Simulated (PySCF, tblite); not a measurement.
# C5H11NO2Si2: geometry, infrared bands and NMR shifts

What infrared bands and NMR shifts should C5H11NO2Si2 (`CN[Si@H](O[SiH3])c1ccco1`) show?

The runs use tblite 0.8.0 and PySCF 2.14.0, with density-fitted response routines of our own; the level of theory stands in each step. All values are computed, except where a source is named. Atoms are numbered from 0 throughout.

## 1. Starting geometry

21 atoms, charge 0, multiplicity 1; geometry from: force field or distance geometry start.

Bonds of the start (Å): C0–N1 1.43, N1–Si2 1.77, Si2–O3 1.75, O3–Si4 1.72, Si2–C5 1.82, C5–C6 1.38, C6–C7 1.39, C7–C8 1.37, C8–O9 1.33, O9–C5 1.31, C0–H10 1.11, C0–H11 1.13, C0–H12 1.12, N1–H13 1.05, Si2–H14 1.47, Si4–H15 1.46, Si4–H16 1.47, Si4–H17 1.46, C6–H18 1.07, C7–H19 1.08, C8–H20 1.08.

## 2. Geometry optimisation with GFN2-xTB

What the job is given:

```
{"job": {"kind": "relax", "xc": "GFN2-xTB", "basis": "xTB"}, "charge": 0, "multiplicity": 1}
C     -2.988200    -1.067800    -0.036300
N     -1.669100    -1.337000     0.436500
Si    -0.629600     0.096200     0.549400
O     -1.117700     1.145600    -0.762800
Si    -0.426000     2.676000    -0.393200
C      1.093700    -0.421100     0.263900
C      1.703000    -0.643300    -0.948700
C      3.010100    -1.010700    -0.639200
C      3.128400    -0.998200     0.724900
O      1.954400    -0.634500     1.233400
H     -3.256700    -1.845600    -0.776400
H     -2.986000    -0.081400    -0.577700
H     -3.769200    -1.017200     0.760700
H     -1.652500    -1.921600     1.309500
H     -0.787900     0.878700     1.781900
H     -0.728700     3.547300    -1.528400
H     -1.002500     3.220700     0.848700
H      1.020100     2.493200    -0.249000
H      1.272500    -0.557700    -1.929200
H      3.794600    -1.272300    -1.340000
H      4.028300    -1.232500     1.271500
```

On the command line:

```sh
OMP_NUM_THREADS=1 python probes_run.py task.json out
```

The driver reads the jobs from task.json and runs them one after another.

**Question.** This job is followed by: GFN2-xTB harmonic vibrations, gas phase; GIAO PBE0/pcSseg-1 NMR shielding, non-relativistic, gas phase. Predict these results of the whole session: strongest single infrared mode (GFN2-xTB); zero-point energy (GFN2-xTB); ¹³C shifts against TMS (PBE0/pcSseg-1); ¹H shifts against TMS (PBE0/pcSseg-1, means over atoms taken as alike); ¹⁵N shifts against NH3 (PBE0/pcSseg-1); ²⁹Si shifts against TMS (PBE0/pcSseg-1); ¹⁷O shifts against H2O (PBE0/pcSseg-1).

**Answer**, as computed:

| quantity | value |
| --- | --- |
| strongest single infrared mode (GFN2-xTB) | 1077 cm⁻¹, 594 km/mol |
| zero-point energy (GFN2-xTB) | 93.6 kcal/mol |
| ¹³C shifts against TMS (PBE0/pcSseg-1) | 160.3, 152.5, 127.4, 116.6, 30.0 ppm |
| ¹H shifts against TMS (PBE0/pcSseg-1, means over atoms taken as alike) | 7.75, 7.24, 6.77, 5.44, 5.16, 2.94, 0.38 ppm |
| ¹⁵N shifts against NH3 (PBE0/pcSseg-1) | 34.8 ppm |
| ²⁹Si shifts against TMS (PBE0/pcSseg-1) | -43.9, -47.0 ppm |
| ¹⁷O shifts against H2O (PBE0/pcSseg-1) | 321.8, 32.7 ppm |

In words: Relaxing lowered the energy by 1.139 eV in 99 steps; the close pair that moved most is Si2–O3, from 1.750 to 1.626 Å. The lowest mode is slightly imaginary (16i cm⁻¹), a soft motion within the noise of the Hessian, so the minimum is not strictly shown. The strongest single mode, at 1077 cm⁻¹, moves mainly O3. Unscaled tight-binding wavenumbers are off by several per cent, some by more. Its intensities can rank the bands wrongly. At PBE0/pcSseg-1: The widest tensor belongs to O9: span 403 ppm, with a paramagnetic part of -385 ppm. NICS(1)zz of -29 ppm above the planar ring from C5 marks a diatropic (aromatic) ring current.
